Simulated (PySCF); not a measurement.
# C3H3BrO: electronic structure in real space

Aim: take C3H3BrO and compute its lowest excited states, see where an electron leaves and enters and localise its valence orbitals.

Computed with PySCF 2.14.0. Level: levels as typed in each script, gas phase, geometry from GFN2-xTB.

**1. The system as given**

SMILES `O=C=CCBr`, 8 atoms, charge 0, spin multiplicity 1.

Bond lengths: O1–C2 1.158 Å, C2–C3 1.299 Å, C3–C4 1.481 Å, C3–H6 1.079 Å, C4–Br5 2.002 Å, C4–H7 1.087 Å, C4–H8 1.087 Å. Angles: O1–C2–C3 177.0°, C2–C3–C4 123.8°, C2–C3–H6 117.9°, C4–C3–H6 117.9°, C3–C4–Br5 112.2°, C3–C4–H7 112.5°, C3–C4–H8 111.7°, Br5–C4–H7 104.8°, Br5–C4–H8 104.2°, H7–C4–H8 110.9°.

Geometry (Å):

```mol
C3H3BrO
  3D, bonds by distance, orders not assigned

  8  7  0  0  0  0  0  0  0  0999 V2000
   -3.2358    0.6826    0.1823 O   0  0
   -2.3078    0.0582   -0.1187 C   0  0
   -1.3027   -0.6979   -0.4453 C   0  0
   -0.1373   -0.9456    0.4337 C   0  0
    1.4212    0.2232   -0.0291 Br  0  0
   -1.2642   -1.0777   -1.4546 H   0  0
   -0.3496   -0.7257    1.4768 H   0  0
    0.2440   -1.9573    0.3202 H   0  0
  1  2  8  0
  2  3  8  0
  3  4  8  0
  4  5  8  0
  3  6  8  0
  4  7  8  0
  4  8  8  0
M  END
```

**2. Excited states (B3LYP/def2-svpd)**

input.py reads:

```python
import numpy as np
from pyscf import gto, scf, dft, tdscf
from pyscf.scf import atom_ks, atom_hf
from scipy.linalg import block_diag

def solve(mol, dm0=None, hcore=None):
    mf = (dft.UKS if mol.spin else dft.RKS)(mol, xc='b3lyp')
    mf.grids.level = 3
    mf = mf.density_fit(auxbasis='def2-universal-jkfit')
    mf.conv_tol, mf.max_cycle = 1e-8, 80
    if hcore is not None:
        mf.get_hcore = lambda *args: hcore
    mf.kernel(dm0)
    if not mf.converged:
        mf = mf.newton().run(mf.mo_coeff, mf.mo_occ, max_cycle=30)
    assert mf.converged, 'SCF not converged'
    return mf

mol = gto.M(atom='''
O     -3.23576     0.68261     0.18228
C     -2.30779     0.05815    -0.11866
C     -1.30272    -0.69795    -0.44527
C     -0.13726    -0.94555     0.43367
Br     1.42121     0.22320    -0.02912
H     -1.26417    -1.07772    -1.45456
H     -0.34964    -0.72572     1.47675
H      0.24403    -1.95733     0.32024
''', basis='def2-svpd', charge=0, spin=0, verbose=4)
mf = solve(mol)
td = mf.TDA()
td.nstates, td.singlet, td.conv_tol = 6, True, 1e-5
td.kernel()
td.analyze()
x, y = np.array([p[0] for p in td.xy]), np.array([p[1] + 0 * p[0] for p in td.xy])
f, mu = td.oscillator_strength(), td.transition_dipole()
nto = [td.get_nto(state=i + 1, verbose=4) for i in range(len(td.e))]
# spherically averaged free atoms, for the promolecule
atm = atom_ks.get_atm_nrks(mol, xc='b3lyp')
pro = block_diag(*[(atm[a[0]][2] * atm[a[0]][3]) @ atm[a[0]][2].T for a in mol._atom])
np.savez('result.npz', e=td.e, f=f, ok=td.converged, w=[n[0] for n in nto], nto=[n[1] for n in nto], x=x, y=y, c=mf.mo_coeff, occ=mf.mo_occ, eps=mf.mo_energy, pro=pro, mu=mu)
```

Launch:

```bash
> OMP_NUM_THREADS=1 python input.py
```

**4. Removing and adding an electron (PBE/def2-svpd)**

input.py reads:

```python
import numpy as np
from pyscf import gto, scf, dft
from pyscf.scf import atom_ks, atom_hf
from scipy.linalg import block_diag

def solve(mol, dm0=None, hcore=None):
    mf = (dft.UKS if mol.spin else dft.RKS)(mol, xc='pbe')
    mf.grids.level = 3
    mf = mf.density_fit(auxbasis='def2-universal-jkfit')
    mf.conv_tol, mf.max_cycle = 1e-8, 80
    if hcore is not None:
        mf.get_hcore = lambda *args: hcore
    mf.kernel(dm0)
    if not mf.converged:
        mf = mf.newton().run(mf.mo_coeff, mf.mo_occ, max_cycle=30)
    assert mf.converged, 'SCF not converged'
    return mf

mol = gto.M(atom='''
O     -3.23576     0.68261     0.18228
C     -2.30779     0.05815    -0.11866
C     -1.30272    -0.69795    -0.44527
C     -0.13726    -0.94555     0.43367
Br     1.42121     0.22320    -0.02912
H     -1.26417    -1.07772    -1.45456
H     -0.34964    -0.72572     1.47675
H      0.24403    -1.95733     0.32024
''', basis='def2-svpd', charge=0, spin=0, verbose=4)
mf = solve(mol)
out = dict(e0=mf.e_tot, dm0=mf.make_rdm1(), c=mf.mo_coeff, occ=mf.mo_occ, eps=mf.mo_energy)
for name, dq, spin in [('cation', 1, 1), ('anion', -1, 1)]:
    ion = mol.copy().set(charge=mol.charge + dq, spin=spin).build()
    mi = solve(ion)
    if spin and dq > 0 and mol.nao < 130:
        c, _, stable, _ = mi.stability(return_status=True)
        if not stable:
            mi = solve(ion, mi.make_rdm1(c, mi.mo_occ))
    print(name, 'vertical energy change / eV', (mi.e_tot - mf.e_tot) * 27.211386)
    out.update({'e_' + name: mi.e_tot, 'dm_' + name: mi.make_rdm1(), 's2_' + name: mi.spin_square()[0], 'eps_' + name: mi.mo_energy, 'occ_' + name: mi.mo_occ})
# spherically averaged free atoms, for the promolecule
atm = atom_ks.get_atm_nrks(mol, xc='pbe')
pro = block_diag(*[(atm[a[0]][2] * atm[a[0]][3]) @ atm[a[0]][2].T for a in mol._atom])
np.savez('result.npz', pro=pro, **out)
```

**6. Localised orbitals (HF/def2-svpd)**

input.py reads:

```python
import numpy as np
from pyscf import gto, scf, dft, lo
from pyscf.data.elements import chemcore

def solve(mol, dm0=None, hcore=None):
    mf = scf.UHF(mol) if mol.spin else scf.RHF(mol)
    mf = mf.density_fit(auxbasis='def2-universal-jkfit')
    mf.conv_tol, mf.max_cycle = 1e-8, 80
    if hcore is not None:
        mf.get_hcore = lambda *args: hcore
    mf.kernel(dm0)
    if not mf.converged:
        mf = mf.newton().run(mf.mo_coeff, mf.mo_occ, max_cycle=30)
    assert mf.converged, 'SCF not converged'
    return mf

mol = gto.M(atom='''
O     -3.23576     0.68261     0.18228
C     -2.30779     0.05815    -0.11866
C     -1.30272    -0.69795    -0.44527
C     -0.13726    -0.94555     0.43367
Br     1.42121     0.22320    -0.02912
H     -1.26417    -1.07772    -1.45456
H     -0.34964    -0.72572     1.47675
H      0.24403    -1.95733     0.32024
''', basis='def2-svpd', charge=0, spin=0, verbose=4)
mf = solve(mol)
occ_all = mf.mo_coeff[:, mf.mo_occ > 0]
occ = occ_all[:, chemcore(mol):]
loc = lo.ibo.ibo(mol, occ, iaos=lo.iao.iao(mol, occ_all))
fock, s = mf.get_fock(), mf.get_ovlp()
ortho = lo.orth_ao(mol, 'meta_lowdin')
ortho = lo.vec_lowdin(lo.iao.iao(mol, occ_all), s)
labels = lo.iao.reference_mol(mol).ao_labels(fmt=None)
vir = lo.vvo.livvo(mol, occ_all, mf.mo_coeff[:, mf.mo_occ == 0])
both = np.hstack([loc, vir])
p = (ortho.T @ s @ both) ** 2
pop = np.array([p[[l[0] == a for l in labels]].sum(0) for a in range(mol.natm)])
spd = np.array([[p[[l[0] == a and l[2][-1] == k for l in labels]].sum(0) for k in 'spd'] for a in range(mol.natm)])
eps = np.einsum('pi,pq,qi->i', both, fock, both)
for i in np.argsort(eps):
    top = np.argsort(-pop[:, i])[:3]
    print('%3d %s %9.4f Eh ' % (i + 1, 'occ' if i < loc.shape[1] else 'vir', eps[i]), '  '.join('%s%d %.3f' % (mol.atom_symbol(a), a + 1, pop[a, i]) for a in top))
np.savez('result.npz', c=both, nocc=loc.shape[1], pop=pop, spd=spd, eps=eps, e=mf.e_tot)
```

(Steps that only read results are left out.)

Q: Predict the outcome of this session. Wanted: lowest singlet excitation; vertical ionisation energy; vertical electron affinity.

As calculated:

```
                                               quantity     value
            lowest singlet excitation (B3LYP/def2-svpd)   3.63 eV
             vertical ionisation energy (PBE/def2-svpd)   9.16 eV
             vertical electron affinity (PBE/def2-svpd)  -0.10 eV
localised occupied orbitals above −45 eV (HF/def2-svpd)        14
```

The ionisation energy from two SCF runs, 9.16 eV, lies 3.0 eV above −ε(HOMO) = 6.13 eV of the same level, PBE/def2-svpd, since self-interaction lifts this functional's HOMO. All values hold at the given geometry, in the gas phase.
